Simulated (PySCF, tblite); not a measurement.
# C7H9S radical: geometry, infrared bands and EPR parameters

Wanted: the infrared bands and EPR parameters of C7H9S radical (`C=[C]C1=CSC[C@H]1C`), by calculation.

The runs use tblite 0.8.0 and PySCF 2.14.0, with density-fitted response routines of our own; the level of theory stands in each step. All values are computed, except where a source is named. Atoms are numbered from 0 throughout.

## Step 1: The starting structure

17 atoms, charge 0, multiplicity 2; geometry from: force field or distance geometry start.

Bonds of the start (Å): C0–C1 1.32, C1–C2 1.47, C2–C3 1.33, C3–S4 1.81, S4–C5 1.83, C5–C6 1.49, C6–C7 1.50, C6–C2 1.44, C0–H8 1.10, C0–H9 1.07, C3–H10 1.07, C5–H11 1.10, C5–H12 1.13, C6–H13 1.13, C7–H14 1.10, C7–H15 1.11, C7–H16 1.12.

## Step 2: Relaxing the molecule with GFN2-xTB

The job: settings as JSON, then the geometry in Å.

```
{"job": {"kind": "relax", "xc": "GFN2-xTB", "basis": "xTB"}, "charge": 0, "multiplicity": 2}
C      2.353500    -0.811300     0.882600
C      2.067800     0.307500     0.239100
C      0.699600     0.704300    -0.105600
C      0.454400     1.837200    -0.754300
S     -1.340000     1.948700    -0.980600
C     -1.714600     0.743600     0.349700
C     -0.477100    -0.075400     0.198000
C     -0.772300    -1.183400    -0.776700
H      1.587700    -1.533400     1.204200
H      3.363300    -1.066200     1.129200
H      1.197700     2.546400    -1.067200
H     -2.653100     0.207300     0.172100
H     -1.704800     1.322800     1.324800
H     -0.297300    -0.581000     1.194900
H     -0.420800    -0.963100    -1.795500
H     -0.463000    -2.167700    -0.368000
H     -1.887900    -1.224000    -0.856600
```

Run with:

```console
> OMP_NUM_THREADS=1 python probes_run.py task.json out
```

The driver reads the jobs from task.json and runs them one after another.

**Question.** This job is followed by: GFN2-xTB harmonic vibrations, gas phase; UKS B3LYP, pcH-1 on C H S, non-relativistic, mean-field spin-orbit, GIAO. Predict these results of the whole session: strongest single infrared mode (GFN2-xTB); zero-point energy (GFN2-xTB); g(iso) (B3LYP); ⟨S²⟩; largest a(iso) (averaged by class); surface potential, 1st and 99th percentile.

The runs gave:

| quantity | value |
| --- | --- |
| strongest single infrared mode (GFN2-xTB) | 1982 cm⁻¹, 120 km/mol |
| zero-point energy (GFN2-xTB) | 84.0 kcal/mol |
| g(iso) (B3LYP) | 2.00386 |
| ⟨S²⟩ | 0.771 (exact 0.75) |
| largest a(iso) (averaged by class) | 1H on H8, H9, 92.2 MHz |
| surface potential, 1st and 99th percentile | -0.71 V and 0.94 V |

What this shows: Over 116 steps the energy fell by 1.804 eV; of the close pairs, C1–C2 changed most, 1.466 to 1.332 Å. No mode is imaginary among the 45: a minimum at this level. The strongest single mode, at 1982 cm⁻¹, moves mainly C1. Unscaled tight-binding wavenumbers are off by several per cent, some by more. Its intensities can rank the bands wrongly. The largest spin populations lie on C3 (0.59 e), C1 (0.49 e). The isotropic g lies 1.5 ppt above the free-electron value.
